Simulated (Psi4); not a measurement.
# UPBE0/def2-SVP run of CH2F3Si (SMILES [CH2][Si](F)(F)F)

Aim: the vertical ionisation energy of CH2F3Si at UPBE0/def2-SVP, from 2 runs. 

Program for the calculation: Psi4 1.11.

## 1. The structure to begin with

The species is CH2F3Si (7 atoms), meant as a doublet with charge 0. As SMILES, `[CH2][Si](F)(F)F`. Geometry: relaxed at PBE0-D4/def2-TZVP.

Bond lengths: C1–Si2 1.812 Å, Si2–F3 1.577 Å, Si2–F4 1.578 Å, Si2–F5 1.577 Å, C1–H6 1.084 Å, C1–H7 1.084 Å. Angles: C1–Si2–F3 111.1°, C1–Si2–F4 112.7°, C1–Si2–F5 111.2°, F3–Si2–F4 106.8°, F3–Si2–F5 108.2°, F4–Si2–F5 106.7°, Si2–C1–H6 122.2°, Si2–C1–H7 122.2°, H6–C1–H7 115.6°.

## 2. A single-point energy at UPBE0/def2-SVP

The input, ch2f3si.json:

```json
{
 "schema_name": "qcschema_input",
 "schema_version": 1,
 "molecule": {
  "schema_name": "qcschema_molecule",
  "schema_version": 2,
  "symbols": ["C", "Si", "F", "F", "F", "H", "H"],
  "geometry": [-1.30731253, 0.75910298, 1.4428059, 0.8369597, -0.49302955, -0.91368258, 0.01776343, 0.33731611, -3.65510827, 0.93617032, -3.47331662, -0.90914724, 3.62241601, 0.45599091, -0.4471092, -3.27130489, 1.16444924, 1.0246095, -0.71885182, 1.12079656, 3.37146038],
  "molecular_charge": 0,
  "molecular_multiplicity": 2,
  "fix_symmetry": "c1",
  "fix_com": true,
  "fix_orientation": true
 },
 "driver": "energy",
 "model": {
  "method": "pbe0",
  "basis": "def2-SVP"
 },
 "keywords": {
  "reference": "uks",
  "puream": true,
  "e_convergence": 1e-09,
  "d_convergence": 1e-08,
  "scf_type": "pk",
  "dft_radial_points": 99,
  "dft_spherical_points": 590,
  "maxiter": 100
 }
}
```

The run is started by

```
$ psi4 --qcschema ch2f3si.json -n 1 --memory 1600MB
```

stdout (excerpt; [...] marks lines left out):

```text
[...]
  Running in c1 symmetry.
[...]
  Nuclear repulsion =  252.903389428086911
[...]
  Multiplicity = 2
[...]
  Nalpha       = 25
  Nbeta        = 24
[...]
    Number of basis functions: 84
[...]
   @UKS iter   1:  -627.49521941279943   -4.86803e-01   7.57382e-03 DIIS/ADIIS
[...]
   @UKS iter  12:  -627.65384994415706   -3.41061e-13   6.33047e-09 DIIS
[...]
   @S^2 Observed:                7.536176848E-01
[...]
    Orbital Energies [Eh]
    ---------------------
    Alpha Occupied:
       1A    -66.357194     2A    -24.781143     3A    -24.781022
       4A    -24.779878     5A    -10.279762     6A     -5.437292
       7A     -3.776920     8A     -3.776730     9A     -3.772830
      10A     -1.239193    11A     -1.209589    12A     -1.208132
      13A     -0.741079    14A     -0.596734    15A     -0.532617
      16A     -0.530537    17A     -0.510623    18A     -0.479858
      19A     -0.476680    20A     -0.471410    21A     -0.452788
      22A     -0.444075    23A     -0.434916    24A     -0.409731
      25A     -0.299236
    Alpha Virtual:
[...]
  @UKS Final Energy:  -627.65384994415706
   => Energetics <=
    Nuclear Repulsion Energy =            252.9033894280869106
    One-Electron Energy =               -1374.6455808193641133
    Two-Electron Energy =                 538.1268115645000307
    DFT Exchange-Correlation Energy =     -44.0384701173798803
    Empirical Dispersion Energy =           0.0000000000000000
    VV10 Nonlocal Energy =                  0.0000000000000000
    Total Energy =                       -627.6538499441570593
[...]
 Multipole Moments:
 ------------------------------------------------------------------------------------
     Multipole            Electronic (a.u.)      Nuclear  (a.u.)        Total (a.u.)
 ------------------------------------------------------------------------------------
 L = 1.  Multiply by 2.5417464519 to convert [e a0] to [Debye]
 Dipole X            :        -41.6556276           41.0705517           -0.5850759
 Dipole Y            :         24.5152953          -24.1826364            0.3326589
 Dipole Z            :         45.4838828          -44.8409332            0.6429495
 Magnitude           :                                                    0.9307845
[...]
```

The result, in JSON:

```text
{
 "driver": "energy",
 "model": {
  "method": "pbe0",
  "basis": "def2-SVP"
 },
 "success": true,
 "return_result": -627.6538499441571,
 "properties": {
  "calcinfo_nbasis": 84,
  "calcinfo_nmo": 84,
  "calcinfo_nalpha": 25,
  "calcinfo_nbeta": 24,
  "calcinfo_natom": 7,
  "nuclear_repulsion_energy": 252.9033894280869,
  "return_energy": -627.6538499441571,
  "scf_one_electron_energy": -1374.645580819364,
  "scf_two_electron_energy": 538.1268115645,
  "scf_xc_energy": -44.03847011737988,
  "scf_dipole_moment": [-0.5850758703399421, 0.33265885743592705, 0.642949526468044],
  "scf_total_energy": -627.6538499441571,
  "scf_iterations": 12
 }
}
```

Wall time 17 s (1 thread of Intel Xeon Platinum 8559C (Emerald Rapids), shared host); peak memory 1 GiB.

## 3. The singlet cation: energy and gradient at PBE0/def2-SVP

The input, run.py:

```python
import numpy as np
from ase.calculators.psi4 import Psi4
from ase import Atoms

atoms = Atoms(['C', 'Si', 'F', 'F', 'F', 'H', 'H'], positions=[
    [-0.691800, 0.401700, 0.763500],
    [0.442900, -0.260900, -0.483500],
    [0.009400, 0.178500, -1.934200],
    [0.495400, -1.838000, -0.481100],
    [1.916900, 0.241300, -0.236600],
    [-1.731100, 0.616200, 0.542200],
    [-0.380400, 0.593100, 1.784100],
])
calc = Psi4(atoms=atoms, method='pbe0', basis='def2-SVP', memory='1600MB', num_threads=1, charge=1, multiplicity=1, label='calc', reference='rks')
calc.psi4.set_options({'puream': True, 'e_convergence': 1e-09, 'd_convergence': 1e-08, 'scf_type': 'pk', 'dft_radial_points': 99, 'dft_spherical_points': 590})
atoms.calc = calc

forces = atoms.get_forces()
print(f'energy: {atoms.get_potential_energy():.6f} eV')
print('forces / eV A^-1')
print(np.round(forces, 5))
```

The run is started by

```
$ python run.py
```

calc.dat (excerpt; [...] marks lines left out):

```text
[...]
  Running in c1 symmetry.
[...]
  Nuclear repulsion =  252.903389313826551
[...]
  Multiplicity = 1
[...]
  Nalpha       = 24
  Nbeta        = 24
[...]
    Number of basis functions: 84
[...]
   @RKS iter   1:  -627.14889475102223   -1.40478e-01   6.45333e-03 DIIS/ADIIS
[...]
   @RKS iter  12:  -627.25182078954458   -2.61480e-12   4.36908e-09 DIIS
[...]
  @RKS Final Energy:  -627.25182078954458
   => Energetics <=
    Nuclear Repulsion Energy =            252.9033893138265512
    One-Electron Energy =               -1362.6057671498433592
    Two-Electron Energy =                 526.1983965683483575
    DFT Exchange-Correlation Energy =     -43.7478395218762017
    Empirical Dispersion Energy =           0.0000000000000000
    VV10 Nonlocal Energy =                  0.0000000000000000
    Total Energy =                       -627.2518207895445812
[...]
 Multipole Moments:
 ------------------------------------------------------------------------------------
     Multipole            Electronic (a.u.)      Nuclear  (a.u.)        Total (a.u.)
 ------------------------------------------------------------------------------------
 L = 1.  Multiply by 2.5417464519 to convert [e a0] to [Debye]
 Dipole X            :          1.5456579           -3.8020410           -2.2563831
 Dipole Y            :         -0.9400901            2.1999371            1.2598470
 Dipole Z            :         -1.6894630            4.1778927            2.4884298
 Magnitude           :                                                    3.5875844
[...]
  -Total Gradient:
     Atom            X                  Y                   Z
    ------   -----------------  -----------------  -----------------
       1        0.017002596050    -0.003958688023    -0.019423275715
       2       -0.059333014944     0.029810507849     0.066103175011
       3        0.011809047000    -0.009465994155    -0.004902356859
       4        0.014093979946     0.002593239737    -0.015696452160
       5        0.003930403148    -0.010166272271    -0.012323367701
       6        0.016041576373    -0.004603440369     0.002132948621
       7       -0.003511035322    -0.004272140322    -0.015847737315
[...]
```

The script printed:

```text
energy: -17068.391430 eV
forces / eV A^-1
[[-0.87431  0.20356  0.99878]
 [ 3.05103 -1.53292 -3.39916]
 [-0.60725  0.48676  0.25209]
 [-0.72474 -0.13335  0.80714]
 [-0.20211  0.52277  0.63369]
 [-0.82489  0.23672 -0.10968]
 [ 0.18054  0.21968  0.81492]]
```

Wall time 17 s (1 thread of Intel Xeon Platinum 8559C (Emerald Rapids), shared host); peak memory 1 GiB.

## 4. Outcome

Level: UPBE0/def2-SVP.

| quantity | value |
| --- | --- |
| doublet CH2F3Si: total energy | -627.65385 Eh |
| doublet CH2F3Si: dipole moment | 2.37 D |
| doublet CH2F3Si: HOMO energy (highest over α and β) | -8.14 eV |
| doublet CH2F3Si: LUMO energy (lowest over α and β) | -3.07 eV |
| doublet CH2F3Si: ⟨S²⟩ | 0.754 |
| singlet cation: total energy | -627.25182 Eh |
| singlet cation: HOMO energy | -17.50 eV |
| singlet cation: LUMO energy | -13.50 eV |
| singlet cation: HOMO–LUMO gap | 4.00 eV |
| singlet cation: largest force on an atom | 4.818 eV/Å |
| vertical ionisation energy (to the singlet cation) | 10.940 eV |

The vertical ionisation energy comes to 10.94 eV (252 kcal/mol). Only the singlet of the ionised species was computed; a triplet could lie lower.
